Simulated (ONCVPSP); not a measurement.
**An ONCV potential for Cu, from input to tests**

Task: generate the file, and judge it by its errors in other configurations, its logarithmic derivatives, its ghosts and its cutoff.

Method: ONCVPSP 4.0.1.1 (patched build), PBE, scalar-relativistic.

### Step 1. Starting point

The settings as typed:

```json
{"element": "copper (Cu, Z = 29)", "type": "optimised norm-conserving Vanderbilt (ONCV)", "frozen core": "[Ar]", "valence charge": "11", "reference configuration": "3d10 4s1", "partial waves": "4s: rc 1.90 bohr, ncon 4, nbas 9, qcut 3.1 1/bohr, 3 projectors, debl 1.1 Ha; p scattering state at 0.47 Ha: rc 1.75 bohr, ncon 4, nbas 7, qcut 4.5 1/bohr, 2 projectors, debl 0.6 Ha; 3d: rc 0.80 bohr, ncon 4, nbas 8, qcut 11.7 1/bohr, 2 projectors, debl 1.7 Ha", "local potential": "polynomial inside 0.75 bohr (lpopt 5, dvloc0 6 Ha)", "core correction": "not asked for"}
```

An earlier all-electron run gives the scale for the radii.

All-electron outer shells of the reference configuration (PBE, scalar-relativistic, ld1.x):

```
shell  level (eV)  outermost node (bohr)  outermost maximum (bohr)
   3p      -72.14                   0.26                      0.62
   3d       -5.04                      –                      0.60
   4s       -4.61                   0.89                      2.27
   4p       -0.70                   0.97                      3.65
```

### Step 2. Generation

Cu.dat reads:

```
# ATOM AND REFERENCE CONFIGURATION
# atsym  z   nc   nv     iexc    psfile
  Cu 29.00    5    2        4      upf
#
#   n    l    f
    1    0    2.00
    2    0    2.00
    2    1    6.00
    3    0    2.00
    3    1    6.00
    3    2   10.00
    4    0    1.00
#
# PSEUDOPOTENTIAL AND OPTIMIZATION
# lmax
    2
#
#   l,   rc,      ep,       ncon, nbas, qcut
    0    1.90    0.00    4    9    3.10
    1    1.75    0.47    4    7    4.50
    2    0.80    0.00    4    8   11.70
#
# LOCAL POTENTIAL
# lloc, lpopt,  rc(5),   dvloc0
    4    5    0.75    6.00
#
# VANDERBILT-KLEINMAN-BYLANDER PROJECTORs
# l, nproj, debl
    0    3    1.10
    1    2    0.60
    2    2    1.70
#
# MODEL CORE CHARGE
# icmod, fcfact, rcfact
    0    0.00    0.00
#
# LOG DERIVATIVE ANALYSIS
# epsh1, epsh2, depsh
   -2.00    5.00    0.02
#
# OUTPUT GRID
# rlmax, drl
    6.00    0.01
#
# TEST CONFIGURATIONS
# ncnf
    4
# nvcnf
#   n    l    f
    2
    3    2   10.00
    4    0    0.00
#
    2
    3    2    9.00
    4    0    0.00
#
    2
    3    2    8.00
    4    0    0.00
#
    2
    3    2    9.00
    4    0    2.00
#
```

The run is started by

```
$ oncvpsp.x < Cu.dat > Cu.out
```

What does the calculation give? Wanted: cutoffs for 1 and 0.1 mHa per electron, occupied waves; bound ghosts; GHOST(+) flags; largest test error; largest phase difference near zero energy, channels read.

The runs gave:

| quantity | value |
| --- | --- |
| cutoffs for 1 and 0.1 mHa per electron, occupied waves | 354 Ha and 459 Ha |
| bound ghosts | s at -173646.78 eV, p at -51.81 eV |
| GHOST(+) flags | s at 4 eV, s at 775 eV |
| largest test error (AE − PS) | -78 meV, for 3d9 4s2 (3 tests unsolved) |
| largest phase difference near zero energy, channels read | 3.141 rad |

It has a bound ghost (s, p), a state that the atom doesn't have, and that rules the file out. By total energies transferability is fair where solved: the largest error is 78 meV on 2.0 eV, for 3d9 4s2. Of the tests 3 gave no usable energy difference, which is a warning in itself. The potential is very hard: the looser tolerance needs 354 Ha. At the looser tolerance the 3d wave is the slowest; 4s needs 5 Ha. Near zero energy the largest phase difference among the channels read is 3.14 rad, in the s channel. A step near π is an extra or missing state, not a misfit of shape. The pseudo curves have poles with no partner nearby in the atom's: s at 0.16 Ha, p at -1.90 Ha, p at -1.89 Ha. At positive energy that is a spurious or a displaced resonance. The program also flags highly localised states, GHOST(+) (s). These are tests on the free atom; a crystal test is still owed.
